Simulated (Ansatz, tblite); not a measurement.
# (H2In-mu-AsH2)2 (In2As2H8): rung by rung

An exercise on one series of results from a longer session: the logs are not shown, and one member is left open.

Program: Ansatz 0.2.0, Gaussian basis. Level of theory: as each input shows. These are calculated values, not measurements.

The runs, in order: GFN1-xTB, GFN2-xTB, PBE-D4/def2-TZVP, r2SCAN-D4/def2-TZVP, LC-ωPBE/def2-TZVP, r2SCAN0-D4/def2-TZVP, B97M-V/def2-TZVP, LC-ωPBE(0.10)/def2-SVP, LC-ωPBE(0.15)/def2-SVP, LC-ωPBE(0.20)/def2-SVP, LC-ωPBE(0.30)/def2-SVP, PBE-D4/def2-SVP, PBE0-D4/def2-SVP, CCSD(T)/def2-SVP, MP2/def2-TZVP, RPA/def2-TZVP.

3 further runs of the same task are left out: 3 set aside as unsound or not needed.

### The geometry

The singlet was relaxed beforehand with PBE0-D4/def2-SVP.

12 atoms, charge 0, spin multiplicity 1.

Bond lengths: In1–H2 1.722 Å, In1–H3 1.722 Å, In1–As4 2.731 Å, In1–As8 2.732 Å, As4–In5 2.732 Å, As4–H9 1.510 Å, As4–H10 1.510 Å, In5–H6 1.722 Å, In5–H7 1.722 Å, In5–As8 2.731 Å, As8–H11 1.510 Å, As8–H12 1.510 Å. Angles: H2–In1–H3 129.8°, H2–In1–As4 108.9°, H2–In1–As8 108.9°, H3–In1–As4 108.9°, H3–In1–As8 108.9°, As4–In1–As8 80.1°, In1–As4–In5 99.9°, In1–As4–H9 115.0°, In1–As4–H10 114.8°, In5–As4–H9 115.0°, In5–As4–H10 114.8°, H9–As4–H10 98.2°, As4–In5–H6 108.9°, As4–In5–H7 108.9°, As4–In5–As8 80.1°, H6–In5–H7 129.8°, H6–In5–As8 108.9°, H7–In5–As8 108.9° and more.

In takes a core potential in the def2 sets. No spin-orbit coupling is included.

PBE0-D4/def2-TZVP was run before; its log isn't repeated, and its numbers join the tables.

Set-up of the first run:

Tight binding, by tblite at 300 K electronic temperature and without a spin-polarisation term:

```python
tblite.interface.Calculator('GFN1-xTB', numbers, positions, charge=0, uhf=0).singlepoint()
```

Tight binding, by tblite at 300 K electronic temperature and without a spin-polarisation term:

```python
tblite.interface.Calculator('GFN2-xTB', numbers, positions, charge=0, uhf=0).singlepoint()
```

start.molden holds the orbitals of an earlier run on this state, given as this run's starting guess.

Contents of in.yaml:

```yaml
crystal:
  periodic: [false, false, false]
  atoms:
    - {symbol: In, position_ang: [1.172289, -0.773577, 1.548890]}
    - {symbol: H, position_ang: [2.516661, 0.201582, 2.005620]}
    - {symbol: H, position_ang: [0.646147, -2.290024, 2.173717]}
    - {symbol: As, position_ang: [1.005943, -0.832901, -1.176704]}
    - {symbol: In, position_ang: [-1.175908, 0.768760, -1.548551]}
    - {symbol: H, position_ang: [-2.518494, -0.211154, -2.000246]}
    - {symbol: H, position_ang: [-0.655076, 2.285091, -2.178144]}
    - {symbol: As, position_ang: [-1.004575, 0.834785, 1.176595]}
    - {symbol: H, position_ang: [0.894814, -2.212775, -1.778587]}
    - {symbol: H, position_ang: [2.253303, -0.383160, -1.898183]}
    - {symbol: H, position_ang: [-0.882428, 2.216687, 1.771670]}
    - {symbol: H, position_ang: [-2.252676, 0.396697, 1.903923]}
basis:
  gaussian: {orbitals: def2-TZVP, initial_orbitals: start.molden}
hamiltonian: {xc: pbe, dispersion: d4}
scf: {omitted_lower_state_checks: [starts]}
output: {orbitals: {seedname: orbitals}}
```

The run is started by

```console
> ansatz run in.yaml --threads 2 --pin off --events-out ev --progress --plain --max-ram 22528MiB --backend cpu
```

Steps of the session up to this table: PBE-D4/def2-TZVP; r2SCAN-D4/def2-TZVP; LC-ωPBE/def2-TZVP; r2SCAN0-D4/def2-TZVP; B97M-V/def2-TZVP; LC-ωPBE(0.10)/def2-SVP; LC-ωPBE(0.15)/def2-SVP; LC-ωPBE(0.20)/def2-SVP; LC-ωPBE(0.30)/def2-SVP; PBE-D4/def2-SVP; PBE0-D4/def2-SVP; CCSD(T)/def2-SVP; MP2/def2-TZVP; RPA/def2-TZVP.

One table of the session follows, with a row left open; its other results are not shown here.

| method | binding an atom (eV) |
| --- | --- |
| HF/def2-SVP | 1.515 |
| HF/def2-TZVP | 1.532 |
| PBE-D4/def2-SVP | ? |
| PBE-D4/def2-TZVP | 2.240 |
| r2SCAN-D4/def2-TZVP | 2.273 |
| B97M-V/def2-TZVP | 2.314 |
| PBE0-D4/def2-SVP | 2.221 |
| PBE0-D4/def2-TZVP | 2.236 |
| r2SCAN0-D4/def2-TZVP | 2.255 |
| LC-ωPBE/def2-TZVP | 2.233 |
| MP2/def2-SVP | 2.037 |
| MP2/def2-TZVP | 2.086 |
| CCSD/def2-SVP | 2.063 |
| CCSD(T)/def2-SVP | 2.089 |

Q: Estimate the row for PBE-D4/def2-SVP from the others.

The run gave: binding an atom (eV): 2.226. In the column «binding an atom (eV)» it lies between PBE0-D4/def2-SVP (2.221) and LC-ωPBE/def2-TZVP (2.233).

Some runs used a GPU and others CPU threads alone, so the times don't compare the methods' cost.

Caveats from the session: Free atoms were run apart at each level; binding is atoms less cluster, divided by the number of atoms, without zero-point or spin-orbit terms. The yardstick is in a double-zeta basis, so levels in larger sets aren't compared like for like.
